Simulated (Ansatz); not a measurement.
# GaLi− (doublet): from Hartree-Fock to the top rungs at distance Ga1–Li2 = 3.022 Å, aug-cc-pVDZ

Aim: climb from Hartree-Fock through coupled cluster and multireference methods for GaLi− (doublet) at one geometry and basis, and see what each rung misses.

Program: Ansatz 0.2.0, Gaussian basis. Level of theory: aug-cc-pVDZ, core rule «outside noble gas», up to 15 orbitals frozen. These are calculated values, not measurements.

To be run: UHF; CCSD(T) on ROHF; CCSD(T) on UHF; BCCD(T) on ROHF; CISD; CCSDT(Q) on ROHF; CCSDT(Q) on UHF; CASSCF and MRCISD+Q, 3 electrons in 3 orbitals; CASSCF and NEVPT2, 3 electrons in 3 orbitals; Full CI.

30 further runs of the same task are left out: 12 for a known fault of the program, 14 that didn't finish, 4 set aside as unsound or not needed.

### Step 1. What is computed

The geometry derives from a PBE0/def2-TZVPD stationary point (not a proven minimum). One bond is set to the value named and the two fragments are kept rigid. No spin-orbit coupling is included. The filled d shell of Ga may be among the frozen orbitals whatever the setting's name suggests; the logs give the count.

2 atoms, charge -1, spin multiplicity 2.

Atoms are counted from 1 here; the program's logs count them from 0.

No contacts short enough for the rule that draws bonds.

As a file:

```xyz
2

Ga    0.00000    0.00000    0.00000
Li    0.00000    0.00000    3.02200
```

### Step 2. UHF

Contents of in.yaml:

```yaml
crystal:
  periodic: [false, false, false]
  atoms:
    - {symbol: Ga, position_ang: [0.000000, 0.000000, 0.000000]}
    - {symbol: Li, position_ang: [0.000000, 0.000000, 3.022000]}
basis:
  gaussian: {orbitals: aug-cc-pVDZ}
total_charge: -1
magnetization: {spin_polarized: true, initial_magnetization: 1}
hamiltonian: {xc: hf}
output: {orbitals: {seedname: orbitals}}
```

Run with:

```bash
$ ansatz run in.yaml --threads 1 --pin off --events-out ev --progress --plain --max-ram 2393MiB
```

The runs that follow: CCSD(T) on ROHF; CCSD(T) on UHF; BCCD(T) on ROHF; CISD; CCSDT(Q) on ROHF; CCSDT(Q) on UHF; CASSCF and MRCISD+Q, 3 electrons in 3 orbitals; CASSCF and NEVPT2, 3 electrons in 3 orbitals; Full CI.

Q: Predict the results of all the runs planned. Wanted: FCI from the RHF energy; RMP2 from FCI; UMP2 from FCI; RCCSD from FCI; RCCSD(T) from FCI; UCCSD(T) from FCI; RCCSDT(Q) from FCI; UCCSDT(Q) from FCI; NEVPT2 pair from FCI.

As calculated:

```
                         quantity                                                value
          FCI from the ROHF energy                                           -2.6194 eV
                    RMP2 from FCI                                           +855.3 meV
                    UMP2 from FCI                                           +725.0 meV
                   RCCSD from FCI                                           +195.8 meV
                RCCSD(T) from FCI                                            +55.4 meV
                UCCSD(T) from FCI                                            +86.9 meV
               RCCSDT(Q) from FCI                                             +2.2 meV
               UCCSDT(Q) from FCI                                             +2.1 meV
             NEVPT2 pair from FCI                                           +605.9 meV
           MRCISD+Q pair from FCI                                            +18.7 meV
levels within 1 kcal/mol (43 meV)  RCCSDT, UCCSDT, RCCSDT(Q), UCCSDT(Q), MRCISD+Q pair
                    T1 diagnostic                                                0.082
   effectively unpaired electrons                                                 1.64
```

What this shows: RCCSD(T) misses by +55.4 meV, 2.1 % of the correlation energy. CCSD(T) misses by +55.4 meV on the restricted determinant and by +86.9 meV on the unrestricted one; the two need not hold the same state or core. The occupations show some static correlation. Of the multireference levels listed MRCISD+Q pair comes nearest in total energy (+18.7 meV), which doesn't show that its space is the better one. Coupled cluster took another determinant than the lowest Hartree-Fock one. These misses are within one basis, not against nature; the frozen cores of restricted and unrestricted runs differ, which can shift their rows.

Levels on UHF freeze UHF's core orbitals, full CI those of ROHF, so the U rows can settle a little off it for that reason alone.

With open shells the CI space here admits some triples and quadruples, so it is larger than plain CISD.

The ROHF row is the lowest solution found; coupled cluster stands on another one, 0.03 eV higher.
